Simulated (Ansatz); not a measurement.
Geometry optimisation, Ansatz, DFT LDA, scalar-relativistic, plane waves, PAW.

The input (input.yaml):

```yaml
crystal:
  lattice:
    - [9.916014, 0.0, 0.0]
    - [0.0, 8.741323, 0.0]
    - [0.0, 0.0, 8.678643]
  atoms:
    - { symbol: Si, position: [0.4646892, 0.1786513, 0.1745449] }
    - { symbol: Si, position: [0.0273439, 0.8266104, 0.1785591] }
    - { symbol: Si, position: [0.2215083, 0.3267665, 0.3189901] }
    - { symbol: Si, position: [0.4662746, 0.1793558, 0.8162736] }
    - { symbol: Si, position: [0.0338863, 0.823, 0.8260462] }
    - { symbol: Si, position: [0.2185699, 0.3215212, 0.67262] }
    - { symbol: Si, position: [0.2836632, 0.6751575, 0.3180878] }
    - { symbol: Si, position: [0.2839796, 0.6740835, 0.6844648] }
    - { symbol: O, position: [0.0035708, 0.8011034, -0.0043737] }
    - { symbol: O, position: [0.2479721, 0.4986237, 0.2662199] }
    - { symbol: O, position: [0.2541484, 0.6997739, 0.4970773] }
    - { symbol: O, position: [0.4951856, 0.20047, 0.0014054] }
    - { symbol: O, position: [0.0580131, 0.2915476, 0.7245098] }
    - { symbol: O, position: [0.4376868, 0.7132835, 0.7210631] }
    - { symbol: O, position: [0.008495, -0.0021493, 0.7748984] }
    - { symbol: O, position: [0.3158124, 0.2161031, 0.2201843] }
    - { symbol: O, position: [0.1894901, 0.7920186, 0.2268742] }
    - { symbol: O, position: [0.2550743, 0.5005975, 0.7282342] }
    - { symbol: O, position: [0.1861414, 0.7902479, 0.7734051] }
    - { symbol: O, position: [0.0612532, 0.2902002, 0.2808087] }
    - { symbol: O, position: [0.3143218, 0.2071646, 0.7748435] }
    - { symbol: O, position: [0.2398072, 0.3047642, 0.4978299] }
    - { symbol: O, position: [-0.0031112, -0.0063934, 0.227088] }
    - { symbol: O, position: [0.4389708, 0.7159641, 0.272939] }
    - { symbol: Si, position: [0.9675022, 0.1764225, 0.1800163] }
    - { symbol: Si, position: [0.5344883, 0.8301004, 0.1793884] }
    - { symbol: Si, position: [0.7134607, 0.3219224, 0.3135173] }
    - { symbol: Si, position: [0.9701495, 0.1710452, 0.8165918] }
    - { symbol: Si, position: [0.5301123, 0.8232803, 0.8176038] }
    - { symbol: Si, position: [0.7141461, 0.3272843, 0.6825461] }
    - { symbol: Si, position: [0.784271, 0.6736449, 0.3220785] }
    - { symbol: Si, position: [0.7825759, 0.6791892, 0.6857628] }
    - { symbol: O, position: [0.5010528, 0.8022288, -0.0011038] }
    - { symbol: O, position: [0.7547056, 0.5001622, 0.2669193] }
    - { symbol: O, position: [0.7557838, 0.6972404, 0.4996878] }
    - { symbol: O, position: [0.9922156, 0.1990668, -0.0017954] }
    - { symbol: O, position: [0.561149, 0.2943674, 0.7282764] }
    - { symbol: O, position: [0.9379673, 0.708085, 0.7191789] }
    - { symbol: O, position: [0.4974763, -0.0005827, 0.7752338] }
    - { symbol: O, position: [0.810293, 0.2130874, 0.2195883] }
    - { symbol: O, position: [0.7480303, 0.4984975, 0.7329034] }
    - { symbol: O, position: [0.6831369, 0.78736, 0.778274] }
    - { symbol: O, position: [0.5619886, 0.2889182, 0.2740179] }
    - { symbol: O, position: [0.8138497, 0.204854, 0.7761256] }
    - { symbol: O, position: [0.7460871, 0.2999, 0.5075743] }
    - { symbol: O, position: [0.5035767, 0.0064379, 0.2255756] }
    - { symbol: O, position: [0.9388792, 0.7112838, 0.2789668] }
basis:
  ecutwfc: 420.0
kpoints:
  mp_grid: { grid: [1, 1, 1] }
hamiltonian:
  xc: lda
  pseudopotentials: { kind: paw, azcp: { folder: soft_1 } }
scf:
  occupations: { method: fermi_dirac, width: 0.05 }
  lower_state_search: "off"
relax:
  f_tol: 0.03
  max_steps: 60
  adjacent_minimum: "off"
output:
  write_density: true
  write_potential: true
  elf: true
  volumetric_format: npy
```

Run as:

```bash
$ ansatz run input.yaml --threads 2 --pin off --max-ram 5120MiB --backend cpu --events-out ev --progress --plain --runs-dir out
```

Task: Where does it end, and by what steps?

Result: The forces met the threshold. The force dipped under the threshold on the way, but the program's further checks kept it going. Limits of this set-up: coarse k mesh, PAW files made for another functional, no spin, though dangling bonds at a vacancy may carry it, a small cell, in which the defect meets its images. After 12 steps the energy has fallen by 3.083 eV; O47 moved furthest, 0.91 Å. Joined: Si26–Si31 (3.09 → 2.38 Å).

| step | energy less start (eV) | largest force component (eV/Å) | accepted |
| --- | --- | --- | --- |
| 0 | 0.0000 | 4.827 | yes |
| 1 | -1.6442 | 3.039 | yes |
| 2 | -2.6494 | 1.122 | yes |
| 3 | -2.9317 | 0.361 | yes |
| 4 | -2.9814 | 0.233 | yes |
| 5 | -3.0479 | 0.058 | yes |
| 6 | -3.0676 | 0.059 | yes |
| 7 | -3.0715 | 0.135 | yes |
| 8 | -3.0741 | 0.243 | yes |
| 9 | -3.0822 | 0.012 | yes |
| 10 | -3.0822 | 0.011 | yes |
| 11 | -3.0230 | 0.436 | no |
| 12 | -3.0827 | 0.026 | yes |

```xyz
47
Lattice="9.9160 0.0000 0.0000 0.0000 8.7413 0.0000 0.0000 0.0000 8.6786" Properties=species:S:1:pos:R:3
Si 4.793 1.341 1.712
Si 0.009 7.083 1.365
Si 2.317 2.617 2.923
Si 4.752 1.663 7.330
Si 0.266 7.339 6.907
Si 2.303 2.939 6.038
Si 2.595 5.705 2.664
Si 2.809 6.003 5.807
O -0.007 6.965 -0.236
O 2.606 4.115 2.419
O 2.540 6.065 4.228
O 5.038 1.901 0.219
O 0.765 2.654 6.398
O 4.314 6.448 6.164
O -0.009 0.167 6.699
O 3.253 1.555 2.144
O 1.318 6.352 1.938
O 2.596 4.494 6.309
O 1.799 7.009 6.552
O 0.784 2.253 2.612
O 3.228 2.049 7.003
O 2.587 2.541 4.506
O -0.001 -0.127 1.854
O 3.962 6.277 2.064
Si 9.694 1.451 1.651
Si 5.321 6.947 1.526
Si 7.162 2.788 2.895
Si 9.699 1.678 7.210
Si 5.327 7.296 7.086
Si 7.207 3.022 6.011
Si 7.201 5.895 2.547
Si 7.693 6.073 5.694
O 5.334 6.741 -0.082
O 7.133 4.292 2.322
O 7.284 6.166 4.142
O 9.981 1.809 0.109
O 5.709 2.584 6.415
O 9.242 6.466 5.924
O 4.940 0.105 7.012
O 8.196 1.880 2.057
O 7.404 4.598 6.277
O 6.816 7.146 6.504
O 5.684 2.185 2.741
O 8.191 2.144 6.925
O 7.530 2.747 4.459
O 5.231 -0.203 1.820
O 8.587 6.383 1.892
```

Whether the end is a true minimum wasn't checked by a vibrational analysis.

Run time: 71 s on 2 threads of Arm Neoverse V1, on a shared host, peak memory 0.64 GiB.
